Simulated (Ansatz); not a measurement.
YbB2 under changes of volume

One of the cells (11.380 Å³/atom); the others are scaled copies at fixed shape and fractional positions:

```
CELL_PARAMETERS angstrom
3.25030 0.00000 0.00000
-1.62515 2.81484 0.00000
0.00000 0.00000 3.73150
ATOMIC_POSITIONS crystal
Yb 0.00000 0.00000 0.00000
B 0.66667 0.33333 0.50000
B 0.33333 0.66667 0.50000
```

- Program: Ansatz 0.2.0
- Functional: PBE
- Potentials or basis: Ansatz PAW
- Cutoff: 420 eV (not typed: the program's choice for these potentials)
- k mesh: 9 × 9 × 7
- Occupations: fermi-dirac, width 0.05 eV
- Spin: collinear spin, ferromagnetic start
- Starting moments: [1.0, 0.0, 0.0] μB

```tsv
volume (Å³/atom)	energy over the lowest point (meV/atom)	pressure (GPa)
10.697	32.31	12.9
10.925	16.84	9.1
11.152	?	?
11.380	1.08	2.3
11.608	0.00	-0.7
11.835	2.94	-3.4
12.063	9.60	-5.8
```

What does the run at 11.152 Å³/atom give?

Energy over the lowest point 6.56 meV/atom; pressure 5.5 GPa.

Worked out: A Birch-Murnaghan fit of order 3 (a polynomial in V^(-2/3)) to the other rows has its minimum at 11.55 Å³/atom with B0 = V·E''(V) = 147 GPa and B' = 3.2 at fixed shape and positions, which overstates the stiffness. It gives 6.59 meV/atom at 11.152 Å³/atom, against the run's 6.56, and -dE/dV = 5.5 GPa, against 5.5.

Energies are extrapolated to zero smearing.

Caveats: without U or exact exchange the open f shell lies at the Fermi level, which spoils levels, moments and volumes; the starting moments weren't kept.
